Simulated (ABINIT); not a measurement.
# NbTe (P-6m2) in ABINIT: relaxation of cell and atoms with r2SCAN

Aim: the relaxation of cell and atoms of NbTe with r2SCAN.

Program: ABINIT 10.8.3 (patched build). These are calculated values, not measurements. Logs are shortened: lines on timing, memory, paths and dates and some standing lists are left out, and cuts for length are marked. The log counts tension as positive stress, the text compression.

### Step 1. The structure

Symmetry: P-6m2, No. 187, hexagonal system. Conventional cell: a = 3.703 Å, b = 3.703 Å, c = 3.694 Å, α = 90.00°, β = 90.00°, γ = 120.00°. Te (site symmetry -6m2) is surrounded by 6 Nb at 2.83 Å. Nb (site symmetry -6m2) has 6 Te at 2.83 Å as nearest neighbours.

The cell comes from a database or a generator and needn't be the stable form of this composition.

### Step 2. Relaxation of cell and atoms, r2SCAN

File run.abi:

```
# Pseudopotentials
pp_dirpath "./"
pseudos "Te.GGA_PBE-JTH.xml, Nb.GGA_PBE-JTH.xml"

# Structure
acell 3*1.0 Angstrom
rprim
     3.7029743866     0.0000000000     0.0000000000
    -1.8514871933     3.2068698884     0.0000000000
     0.0000000000     0.0000000000     3.6942110000
ntypat 2
znucl 52 41
natom 2
typat 1 2
xred
     0.6666666667     0.3333333333     0.0000000000
     0.0000000000     0.0000000000     0.5000000000
chkprim 0
chksymtnons 0
tolsym 1.0e-6

# Plane-wave basis
ecut 19.0
pawecutdg 38.0

# k points
kptopt 1
ngkpt 7 7 6
nshiftk 1
shiftk 0.0 0.0 0.0

# Exchange and correlation
ixc -497498
usekden 1
pawxcdev 0

# Bands and occupations
nband 14
occopt 3
tsmear 0.05 eV

# SCF cycle
nstep 100
tolvrs 1.0e-7

# Output
iomode 3
prtwf 0
prtden 0
prteig 0
prtebands 0
enunit 2

# Relaxation
ionmov 2
ntime 60
tolmxf 0.0005
optcell 2
dilatmx 1.08
ecutsm 0.5
```

Potentials or basis: JTH PAW PBE v2.0.

Run with:

```bash
$ abinit run.abi > log 2>&1
```

run.abo:

```text
.Version 10.8.3 of ABINIT
 Symmetries : space group P-6 m 2 (#187); Bravais hP (primitive hexag.)
================================================================================
 Values of the parameters that define the memory need of the present run
     intxc =       0    ionmov =       2      iscf =      17    lmnmax =      18
     lnmax =       6     mgfft =      30  mpssoang =       3    mqgrid =    3001
     natom =       2  nloc_mem =       2    nspden =       1   nspinor =       1
    nsppol =       1      nsym =      12    n1xccc =       1    ntypat =       2
    occopt =       3   xclevel =       2
       mpw =        1503          nfft =       27000          nkpt =          32
 PAW method is used; the additional fine FFT grid is defined by:
   mgfftf=        45    nfftf =     91125
================================================================================
================================================================================

--------------------------------------------------------------------------------
------------- Echo of variables that govern the present computation ------------
--------------------------------------------------------------------------------
 -outvars: echo values of preprocessed input variables --------
            acell      1.8897261259E+00  1.8897261259E+00  1.8897261259E+00 Bohr
              amu      1.27600000E+02  9.29063800E+01
          chkprim           0
      chksymtnons           0
          dilatmx      1.08000000E+00
             ecut      1.90000000E+01 Hartree
           ecutsm      5.00000000E-01 Hartree
           enunit           2
           ionmov           2
              ixc     -497498
         kptrlatt        7    0    0      0    7    0      0    0    6
          kptrlen      4.18862822E+01
            natom           2
            nband          14
            ngfft          30      30      30
          ngfftdg          45      45      45
             nkpt          32
            nstep         100
             nsym          12
            ntime          60
           ntypat           2
           occopt           3
          optcell           2
        pawecutdg      3.80000000E+01 Hartree
         pawxcdev           0
           prtden           0
        prtebands           0
           prteig           0
          prtkden           1
            prtwf           0
            rprim      3.7029743866E+00  0.0000000000E+00  0.0000000000E+00
                      -1.8514871933E+00  3.2068698884E+00  0.0000000000E+00
                       0.0000000000E+00  0.0000000000E+00  3.6942110000E+00
          spgroup         187
           tolmxf      5.00000000E-04
           tolsym      1.00000000E-06
           tolvrs      1.00000000E-07
           tsmear      1.83746611E-03 Hartree
            typat      1  2
          usekden           1
           useylm           1
           xangst      1.8514871935E+00  1.0689566294E+00  0.0000000000E+00
[... 398 lines left out ...]
    2     -0.00000000000000    -0.00000000000000    -0.00000000000000
 frms,max,avg= 2.0556575E-28 3.5605032E-28   0.000E+00  0.000E+00  0.000E+00 h/b

 cartesian forces (eV/Angstrom) at end:
    1     -0.00000000000000     0.00000000000000    -0.00000000000000
    2     -0.00000000000000    -0.00000000000000    -0.00000000000000
 frms,max,avg= 1.0570616E-26 1.8308844E-26   0.000E+00  0.000E+00  0.000E+00 e/A
 length scales=  6.985976291668  6.985976291736  6.963082658801 bohr
              =  3.696819446951  3.696819446987  3.684704658172 angstroms
 Fermi (or HOMO) energy (hartree) =   0.07944   Average Vxc (hartree)=  -0.44606
 Eigenvalues (hartree) for nkpt=  32  k points:
 kpt#   1, nband= 14, wtk=  0.00340, kpt=  0.0000  0.0000  0.0000 (reduced coord)
  -2.03378   -1.13295   -1.12528   -1.12528   -0.47094   -0.04457   -0.04457   -0.03384
  -0.01535    0.08848    0.08848    0.17480    0.17480    0.20165
      occupation numbers for kpt#   1
   2.00000    2.00000    2.00000    2.00000    2.00000    2.00000    2.00000    2.00000
   2.00000    0.01450    0.01450    0.00000    0.00000    0.00000
 prteigrs : prtvol=0 or 1, do not print more k-points.

 Fermi (or HOMO) energy (eV) =   2.16155   Average Vxc (eV)= -12.13792
 Eigenvalues (   eV  ) for nkpt=  32  k points:
 kpt#   1, nband= 14, wtk=  0.00340, kpt=  0.0000  0.0000  0.0000 (reduced coord)
 -55.34204  -30.82905  -30.62032  -30.62032  -12.81480   -1.21282   -1.21282   -0.92083
  -0.41764    2.40754    2.40754    4.75654    4.75654    5.48719
 prteigrs : prtvol=0 or 1, do not print more k-points.

--- !EnergyTerms
iteration_state     : {dtset: 1, itime: 3, icycle: 1, }
comment             : Components of total free energy in Hartree
kinetic             :  1.55628382455610E+01
hartree             :  1.33045961162460E+01
xc                  : -1.03042997803706E+01
Ewald energy        : -5.24199615113328E+01
psp_core            :  8.12327113506328E+00
local_psp           : -5.31529040547311E+01
PAW spherical_terms :  4.95842333250914E+01
internal            : -2.93022265244727E+01
'-kT*entropy'       : -3.89033125032494E-04
total_energy        : -2.93026155575978E+01
total_energy_eV     : -7.97364789955285E+02
...

--- !EnergyTermsDC
iteration_state     : {dtset: 1, itime: 3, icycle: 1, }
comment             : '"Double-counting" decomposition of free energy'
band_energy         : -1.22214312919773E+01
Ewald energy        : -5.24199615113328E+01
psp_core            :  8.12327113506328E+00
xc_dc               : -1.23245095659328E+01
PAW spherical_terms :  3.95404468124739E+01
internal            : -2.93021844217057E+01
'-kT*entropy'       : -3.89033125032494E-04
total_energy_dc     : -2.93025734548308E+01
total_energy_dc_eV  : -7.97363644280630E+02
...

--- !EnergyTermsWithPAWCore
iteration_state     : {dtset: 1, itime: 3, icycle: 1, }
comment             : 'Components of total free energy, including PAW core contributions'
Total energy        : -1.06155634421080E+04
Total energy DC     : -1.06155634000052E+04
Total energy (eV)   : -2.88864197041916E+05
Total energy DC (eV): -2.88864195896242E+05
...

 Cartesian components of stress tensor (hartree/bohr^3)
  sigma(1 1)= -6.75326374E-07  sigma(3 2)=  0.00000000E+00
  sigma(2 2)= -6.75327085E-07  sigma(3 1)=  0.00000000E+00
  sigma(3 3)=  7.92359202E-07  sigma(2 1)=  0.00000000E+00

-Cartesian components of stress tensor (GPa)         [Pressure=  5.4752E-03 GPa]
- sigma(1 1)= -1.98687879E-02  sigma(3 2)=  0.00000000E+00
- sigma(2 2)= -1.98688088E-02  sigma(3 1)=  0.00000000E+00
- sigma(3 3)=  2.33120126E-02  sigma(2 1)=  0.00000000E+00

== END DATASET(S) ==============================================================
================================================================================

 -outvars: echo values of variables after computation  --------
            acell      6.9859762917E+00  6.9859762917E+00  6.9630826588E+00 Bohr
           etotal     -2.9302573455E+01
            fcart     -0.0000000000E+00  3.5605032242E-28 -0.0000000000E+00
                      -0.0000000000E+00 -3.5605032242E-28 -0.0000000000E+00
            rprim      1.0000000000E+00  0.0000000000E+00  0.0000000000E+00
                      -5.0000000000E-01  8.6602540379E-01  0.0000000000E+00
                       0.0000000000E+00  0.0000000000E+00  1.0000000000E+00
           strten     -6.7532637428E-07 -6.7532708523E-07  7.9235920169E-07
                       0.0000000000E+00  0.0000000000E+00  0.0000000000E+00
           xangst      1.8484097237E+00  1.0671798513E+00  0.0000000000E+00
                       1.8484098764E-10 -1.0671799397E-10  1.8423523291E+00
             xred      6.6666666670E-01  3.3333333330E-01  0.0000000000E+00
                       3.3333336091E-11 -3.3333336091E-11  5.0000000000E-01
 Calculation completed.
```

It took 4 min on 1 thread of Arm Neoverse N1, shared host; peak memory 0.15 GiB.

Results:

```
Free energy                                           : -797.3636 eV
Relaxed volume                                        : 21.81 Å³/atom
Relaxed cell                                          : a = 3.697 Å, b = 3.697 Å, c = 3.685 Å, α = 90.00°, β = 90.00°, γ = 120.00°
Space group after relaxing (to 0.05 Å)                : P-6m2 (No. 187)
Energy gained by relaxing                             : 0.3 meV/atom
Ionic steps                                           : 3
Pressure after relaxing                               : 0.0 GPa
Band gap on the k mesh                                : none (metal or under the smearing width)
Valence electrons inside the program's atomic spheres : Te 3.24; Nb 10.16
```

The path:
| step | energy change (eV) | largest force (eV/Å) | pressure (GPa) | volume (Å³) |
| --- | --- | --- | --- | --- |
| 1 | 0.0000 | 0.0000 | -0.77 | 43.87 |
| 2 | -0.0004 | 0.0000 | -0.46 | 43.76 |
| 3 | -0.0006 | 0.0000 | 0.01 | 43.61 |

Final structure:
```xyz
2
Lattice="3.6968 0.0000 0.0000 -1.8484 3.2015 0.0000 0.0000 0.0000 3.6847" Properties=species:S:1:pos:R:3 pbc="T T T"
Te    1.8484    1.0672    0.0000
Nb    0.0000    0.0000    1.8424
```

Levels at points of the mesh, in eV from the Fermi level:
```csv
k point,band 8,band 9,band 10,band 11,band 12,band 13
"(0.00, 0.00, 0.00)",-3.08,-2.58,0.25,0.25,2.59,2.59
"(0.00, 0.00, 0.50)",-2.86,-1.01,-1.01,0.88,1.71,1.71
```

Caveat: totals of a meta-GGA on PAW files have another zero than those of a GGA; the PAW data sets were made with another functional, which shifts forces and pressure a little.
